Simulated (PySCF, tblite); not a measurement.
# C6H4BF3O: vibronic structure

What do calculations give for the vibronic structure of C6H4BF3O (`O=CC1=C(C(F)(F)F)BC=C1`)?

Computed with tblite 0.8.0 and PySCF 2.14.0 and routines of our own; the level stands in each step. Atoms count from 0.

## 1. The system as given

15 atoms, charge 0, multiplicity 1; geometry from: force field or distance geometry start.

## 2. Geometry optimisation with GFN2-xTB

Job settings and geometry (Å):

```
{"job": {"kind": "relax", "xc": "GFN2-xTB", "basis": "xTB"}, "charge": 0, "multiplicity": 1}
O     -2.272700    -1.740700    -1.147400
C     -1.085500    -1.547900    -0.825700
C     -0.647800    -0.267600    -0.239800
C      0.585300     0.048000     0.132600
C      1.790400    -0.857300     0.077000
F      2.020900    -1.219300    -1.246700
F      1.575400    -1.988300     0.824300
F      2.916900    -0.198900     0.560700
B      0.560400     1.496400     0.679800
C     -0.933800     1.902600     0.510300
C     -1.570700     0.865600    -0.021200
H     -0.372600    -2.357000    -0.958000
H      1.439300     2.146000     1.122900
H     -1.381300     2.850400     0.757300
H     -2.628500     0.875800    -0.248000
```

Command:

```
$ OMP_NUM_THREADS=1 python excited_run.py task.json out
```

The driver reads the jobs from task.json and runs them one after another.

The program printed:

```text
step      E/eV     max force
  0    -932.82340    3.193
  1    -932.97789    3.761
  2    -933.09650    0.776
  3    -933.12543    0.584
  4    -933.14188    0.290
  5    -933.15049    0.216
  6    -933.15615    0.263
  7    -933.16060    0.216
  8    -933.16327    0.123
  9    -933.16459    0.079
 10    -933.16532    0.087
 11    -933.16597    0.079
 12    -933.16658    0.060
 13    -933.16709    0.064
 14    -933.16743    0.057
 15    -933.16766    0.049
 16    -933.16790    0.045
 17    -933.16817    0.055
 18    -933.16844    0.045
 19    -933.16866    0.046
 20    -933.16883    0.047
 21    -933.16896    0.032
 22    -933.16905    0.025
 23    -933.16910    0.020
 24    -933.16912    0.016
 25    -933.16914    0.011
 26    -933.16915    0.010
```

Wall time 0.15 s (1 thread of Arm Neoverse V2, shared host).

Along the way:

| step | energy from step 0 (eV) | largest force (eV/Å) |
| --- | --- | --- |
| 0 | 0.0000 | 3.1931 |
| 1 | -0.1545 | 3.7611 |
| 2 | -0.2731 | 0.7758 |
| 3 | -0.3020 | 0.5841 |
| 4 | -0.3185 | 0.2896 |
| 5 | -0.3271 | 0.2164 |
| 6 | -0.3328 | 0.2626 |
| 7 | -0.3372 | 0.2158 |
| 8 | -0.3399 | 0.1226 |
| 9 | -0.3412 | 0.0788 |
| 10 | -0.3419 | 0.0871 |
| 11 | -0.3426 | 0.0790 |
| 12 | -0.3432 | 0.0599 |
| 13 | -0.3437 | 0.0643 |
| 14 | -0.3440 | 0.0566 |
| 15 | -0.3443 | 0.0495 |
| 16 | -0.3445 | 0.0449 |
| 17 | -0.3448 | 0.0549 |
| 18 | -0.3450 | 0.0452 |
| 19 | -0.3453 | 0.0457 |
| 20 | -0.3454 | 0.0468 |
| 21 | -0.3456 | 0.0316 |
| 22 | -0.3456 | 0.0249 |
| 23 | -0.3457 | 0.0196 |
| 24 | -0.3457 | 0.0160 |
| 25 | -0.3457 | 0.0110 |
| 26 | -0.3457 | 0.0099 |

Close pairs (by a distance rule), those that changed most:

| bond | before (Å) | after (Å) | change (Å) |
| --- | --- | --- | --- |
| C4–F7 | 1.392 | 1.339 | -0.053 |
| C3–B8 | 1.549 | 1.594 | +0.046 |
| C4–F5 | 1.392 | 1.349 | -0.042 |
| O0–C1 | 1.245 | 1.203 | -0.042 |
| C2–C3 | 1.326 | 1.351 | +0.025 |
| C4–F6 | 1.373 | 1.350 | -0.023 |
| B8–H12 | 1.179 | 1.161 | -0.019 |
| C1–H11 | 1.086 | 1.104 | +0.017 |

The next job starts from the end point, and lists it.

## 3. Vibrational analysis with GFN2-xTB

Job settings and geometry (Å):

```
{"job": {"kind": "ir", "xc": "GFN2-xTB", "basis": "xTB"}, "charge": 0, "multiplicity": 1}
O     -2.264535    -1.722778    -1.141408
C     -1.121123    -1.532131    -0.818905
C     -0.643335    -0.264557    -0.241241
C      0.606688     0.061747     0.153144
C      1.776525    -0.859138     0.064177
F      2.032361    -1.254712    -1.200354
F      1.602420    -1.991741     0.776987
F      2.906405    -0.301922     0.517546
B      0.565459     1.556724     0.704964
C     -0.939133     1.934125     0.514898
C     -1.572126     0.882104    -0.015906
H     -0.348502    -2.311185    -0.939263
H      1.454208     2.168108     1.133527
H     -1.447084     2.854437     0.747625
H     -2.612639     0.788910    -0.277704
```

The program printed:

```text
mode    cm-1     km/mol
  1      29.2      0.77
  2      51.6      3.02
  3      80.1      9.25
  4     123.4      3.89
  5     147.5      0.20
  6     192.3      0.59
  7     205.4      2.55
  8     324.8      5.77
  9     352.4     19.54
 10     380.3      1.38
 11     464.3      7.96
 12     466.0      8.05
 13     534.5      0.95
 14     553.9      0.77
 15     635.8     19.18
 16     666.5     42.91
 17     683.4     20.77
 18     768.4      0.13
 19     808.1    101.68
 20     848.7      2.46
 21     895.5     32.33
 22     913.6      1.20
 23     915.4      1.64
 24     986.3     88.54
 25    1013.8    340.24
 26    1039.0      0.23
 27    1075.4    297.69
 28    1098.4     37.68
 29    1205.6     49.00
 30    1240.6    183.73
 31    1271.5     14.83
 32    1375.6     20.48
 33    1591.1     11.50
 34    1615.9     11.37
 35    1731.7    234.41
 36    2739.9     69.40
 37    2820.3     72.50
 38    3115.0      4.81
 39    3128.6     20.18
```

Run time: 0.44 s. Hardware: 1 thread of Arm Neoverse V2, shared host.

Which atoms move in the most intense modes:

| cm⁻¹ | km/mol | atoms |
| --- | --- | --- |
| 808 | 101.7 | H13 32 %, H14 24 %, C10 11 % |
| 986 | 88.5 | C4 25 %, C3 20 %, B8 17 % |
| 1014 | 340.2 | C4 74 %, F5 12 %, F6 12 % |
| 1075 | 297.7 | C4 61 %, F7 19 % |
| 1241 | 183.7 | C4 31 %, C3 31 %, H13 10 % |
| 1732 | 234.4 | C1 58 %, O0 41 % |
| 2740 | 69.4 | H12 91 % |
| 2820 | 72.5 | H11 94 % |

## 4. Vibronic structure: TDDFT BHandHLYP/cc-pVDZ

The job, as its differences from that of step 3:

```diff
@@ -1,2 +1,2 @@
-{"job": {"kind": "ir", "xc": "GFN2-xTB", "basis": "xTB"}, "charge": 0, "multiplicity": 1}
+{"job": {"kind": "vib", "xc": "BHandHLYP", "basis": "cc-pVDZ", "tda": false}, "charge": 0, "multiplicity": 1}
 O     -2.264535    -1.722778    -1.141408
```

Level: TDDFT BHandHLYP/cc-pVDZ vertical-gradient vibronic structure (displaced harmonic oscillators, Condon), gas phase.

The program printed:

```text
final grid: 67232 points
cycle   1  E = -630.0351075598  dE =  2.375e+00  |g| = 1.203e+00  |ddm| = 7.671e+00
cycle   2  E = -629.7911369465  dE =  2.440e-01  |g| = 1.698e+00  |ddm| = 3.954e+00
cycle   3  E = -630.3182417840  dE = -5.271e-01  |g| = 1.975e-01  |ddm| = 2.443e+00
cycle   4  E = -630.3252850849  dE = -7.043e-03  |g| = 9.019e-02  |ddm| = 3.758e-01
cycle   5  E = -630.3268527878  dE = -1.568e-03  |g| = 1.397e-02  |ddm| = 1.422e-01
cycle   6  E = -630.3269021100  dE = -4.932e-05  |g| = 5.928e-03  |ddm| = 2.997e-02
cycle   7  E = -630.3269142176  dE = -1.211e-05  |g| = 2.787e-03  |ddm| = 1.388e-02
cycle   8  E = -630.3269172372  dE = -3.020e-06  |g| = 1.101e-03  |ddm| = 6.826e-03
cycle   9  E = -630.3269179673  dE = -7.300e-07  |g| = 4.624e-04  |ddm| = 3.547e-03
cycle  10  E = -630.3269181305  dE = -1.632e-07  |g| = 2.864e-04  |ddm| = 1.564e-03
cycle  11  E = -630.3269181723  dE = -4.182e-08  |g| = 7.016e-05  |ddm| = 8.139e-04
cycle  12  E = -630.3269181775  dE = -5.140e-09  |g| = 4.035e-05  |ddm| = 3.214e-04
cycle  13  E = -630.3269181781  dE = -5.844e-10  |g| = 1.086e-05  |ddm| = 1.047e-04
converged SCF energy = -630.3269181781

Singlet excitations (eV, f): 2.423 (0.0070)  3.154 (0.0001)  4.720 (0.0000)  5.150 (0.0009)  5.748 (0.0007)  5.826 (0.0000)

State S1  2.4227 eV  f = 0.00704  H->L 0.99
  relaxed dipole 2.984 D, largest gradient of the excitation energy 0.1075 Eh/bohr
  mode    cm-1        S   lambda/meV  Raman
   33   1591.1    1.6611     327.7   1.000
   17    683.4    1.5035     127.4   0.167
   30   1240.6    0.3541      54.5   0.130
   29   1205.6    0.2898      43.3   0.100
    8    324.8    1.0022      40.4   0.025
   26   1039.0    0.1993      25.7   0.051
   34   1615.9    0.0990      19.8   0.061
   24    986.3    0.1571      19.2   0.036
    9    352.4    0.2916      12.7   0.009
   21    895.5    0.0772       8.6   0.015
   31   1271.5    0.0393       6.2   0.015
   15    635.8    0.0786       6.2   0.008
  reorganisation energy 0.7166 eV, total S 6.344, 0-0 1.7061 eV
  absorption maximum 2.386 eV, width 0.790 eV

State T1  1.2293 eV  f = 0.00000  H->L 0.94
  relaxed dipole 2.748 D, largest gradient of the excitation energy 0.1226 Eh/bohr
  mode    cm-1        S   lambda/meV  Raman
   33   1591.1    1.9649     387.6   1.000
   17    683.4    1.1930     101.1   0.112
   34   1615.9    0.2339      46.9   0.123
   30   1240.6    0.2990      46.0   0.092
   29   1205.6    0.3060      45.7   0.089
    8    324.8    0.9206      37.1   0.020
   24    986.3    0.1914      23.4   0.037
   21    895.5    0.1323      14.7   0.021
   26   1039.0    0.0868      11.2   0.019
   31   1271.5    0.0488       7.7   0.016
   12    466.0    0.1232       7.1   0.005
    9    352.4    0.1478       6.5   0.004
  reorganisation energy 0.7492 eV, total S 5.973, 0-0 0.4801 eV
```

It took 47 s on 1 thread of Arm Neoverse V2, shared host; peak memory 0.98 GiB.

## 5. Outcome

| quantity | value |
| --- | --- |
| strongest single infrared mode (GFN2-xTB) | 1014 cm⁻¹, 340 km/mol |
| zero-point energy (GFN2-xTB) | 54.5 kcal/mol |
| S1: vertical, reorganisation, 0-0, total S (step 4, TDDFT BHandHLYP/cc-pVDZ, modes from GFN2-xTB) | 2.42, 0.72, 1.71 eV; 6.3 |
| T1: vertical, reorganisation, 0-0, total S (step 4, TDA BHandHLYP/cc-pVDZ, modes from GFN2-xTB) | 1.23, 0.75, 0.48 eV; 6.0 |

All 39 modes are real, so the xTB geometry is a minimum. The strongest single mode, at 1014 cm⁻¹, moves mainly C4. GFN2-xTB is a fitted tight-binding method: band positions and strengths are rough. Its intensities can rank the bands wrongly. In step 4 the harmonic model is doubtful. The vibronic model keeps the ground-state modes (from xTB) and shifts them along the gradient alone, so it can miss much of the relaxation that a full optimisation finds.
